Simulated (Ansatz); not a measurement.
# CH₆Si + NH₃: a complex and its separated parts

The complex below is one end of an elementary step. How strongly is it bound against its free parts?

Method: PBE0-D4/def2-TZVP structures, single points in def2-TZVPP, no counterpoise correction; program: Ansatz 0.2.0, Gaussian basis.

Levels: SPW92, PBE-D4, BLYP-D4, r2SCAN-D4, B97M-V, PBE0-D4, B3LYP-D4, r2SCAN0-D4, BHLYP-D4, CAM-B3LYP-D4, wB97X-V, wB97M-V, B2PLYP, PBE-QIDH, RPA on PBE, Hartree-Fock, MP2, CCSD, CCSD(T).

Cores are frozen in the correlated methods. B3LYP uses VWN-RPA correlation. B2PLYP carries no dispersion term here.

95 further runs of the same task are left out: 1 that didn't finish, 94 set aside as unsound or not needed.

## (1) The system as given

The complex: 12 atoms, charge 0, spin multiplicity 1.

Atoms are counted from 1 here; the program's logs count them from 0.

Bond lengths: Si1–H3 1.489 Å, Si1–H4 1.492 Å, Si1–C5 1.866 Å, Si1–H7 1.489 Å, N2–H6 1.013 Å, N2–H8 1.013 Å, N2–H9 1.013 Å, C5–H10 1.092 Å, C5–H11 1.091 Å, C5–H12 1.092 Å. Angles: H3–Si1–H4 107.1°, H3–Si1–C5 111.7°, H3–Si1–H7 108.4°, H4–Si1–C5 110.6°, H4–Si1–H7 107.1°, C5–Si1–H7 111.7°, H6–N2–H8 107.0°, H6–N2–H9 107.3°, H8–N2–H9 107.2°, Si1–C5–H10 110.9°, Si1–C5–H11 108.7°, Si1–C5–H12 110.9°, H10–C5–H11 109.0°, H10–C5–H12 108.1°, H11–C5–H12 109.0°.

Coordinates:

```mol
CH9NSi
  3D, bonds by distance, orders not assigned

 12 10  0  0  0  0  0  0  0  0999 V2000
   -1.2441    0.6118   -0.2482 Si  0  0
    1.1424   -1.1505    1.3958 N   0  0
   -1.6851   -0.7852    0.0163 H   0  0
   -2.4262    1.3530   -0.7759 H   0  0
    0.1661    0.6707   -1.4693 C   0  0
    1.1036   -0.5069    2.1767 H   0  0
   -0.8755    1.2411    1.0495 H   0  0
    0.4222   -1.8458    1.5490 H   0  0
    2.0345   -1.6274    1.4437 H   0  0
    0.4711    1.7015   -1.6636 H   0  0
    1.0125    0.1213   -1.0538 H   0  0
   -0.1217    0.2164   -2.4201 H   0  0
  1  3  8  0
  1  4  8  0
  1  5  8  0
  1  7  8  0
  2  6  8  0
  2  8  8  0
  2  9  8  0
  5 10  8  0
  5 11  8  0
  5 12  8  0
M  END
```

Its parts: CH₆Si holds atoms 1, 3, 4, 5, 7, 10, 11, 12; NH₃ holds atoms 2, 6, 8, 9. Each part counts its atoms afresh in its own runs.

## (2) Relaxing CH₆Si alone

The input, relax-a/in.yaml:

```yaml
crystal:
  periodic: [false, false, false]
  atoms:
    - {symbol: Si, position_ang: [-1.244053, 0.611764, -0.248205]}
    - {symbol: H, position_ang: [-1.685102, -0.785198, 0.016257]}
    - {symbol: H, position_ang: [-2.426182, 1.353041, -0.775855]}
    - {symbol: C, position_ang: [0.166115, 0.670719, -1.469298]}
    - {symbol: H, position_ang: [-0.875538, 1.241072, 1.049468]}
    - {symbol: H, position_ang: [0.471102, 1.701471, -1.663577]}
    - {symbol: H, position_ang: [1.012537, 0.121336, -1.053813]}
    - {symbol: H, position_ang: [-0.121660, 0.216390, -2.420055]}
basis:
  gaussian: {orbitals: def2-TZVP}
hamiltonian: {xc: pbe0, dispersion: d4}
relax: {f_tol: 0.005, max_steps: 200}
```

Command:

```bash
ansatz run in.yaml --threads 4 --pin off --events-out ev --progress --plain --max-ram 9574MiB
```

After this run come: Relaxing NH₃ alone; SPW92/def2-TZVPP; PBE-D4/def2-TZVPP; BLYP-D4/def2-TZVPP; r2SCAN-D4/def2-TZVPP; B97M-V/def2-TZVPP; PBE0-D4/def2-TZVPP; B3LYP-D4/def2-TZVPP; r2SCAN0-D4/def2-TZVPP; BHLYP-D4/def2-TZVPP; CAM-B3LYP-D4/def2-TZVPP; wB97X-V/def2-TZVPP; wB97M-V/def2-TZVPP; B2PLYP/def2-TZVPP; PBE-QIDH/def2-TZVPP; RPA on PBE/def2-TZVPP; CCSD(T)/def2-TZVPP; Vibrations of CH₆Si; Vibrations of NH₃.

What does the calculation give? Wanted: complex less parts, CCSD(T)/def2-TZVPP; with zero-point energy; largest T1 diagnostic.

**Answer**, as computed:

| quantity | value |
| --- | --- |
| complex less parts, CCSD(T)/def2-TZVPP | -10.2 kJ/mol |
| with zero-point energy | -6.3 kJ/mol |
| largest T1 diagnostic | 0.010 |

In words: At CCSD(T) the complex lies 10.2 kJ/mol below its parts. Among the functionals r2SCAN-D4 lands nearest to CCSD(T) (-1.0 kJ/mol) and SPW92 farthest (-8.6 kJ/mol). By rung, the mean size of the error is: LDA 8.6, GGA 1.9, meta-GGA 1.8, hybrid 1.5, range-separated hybrid 1.8, double hybrid 2.2 kJ/mol. PBE-D4 gives a relative energy 2.8 kJ/mol too low, an error of 27 % of the reference. No counterpoise was applied, and triple zeta lacks some correlation, so the CCSD(T) reference has a basis error of its own, and close matches with it are partly luck.
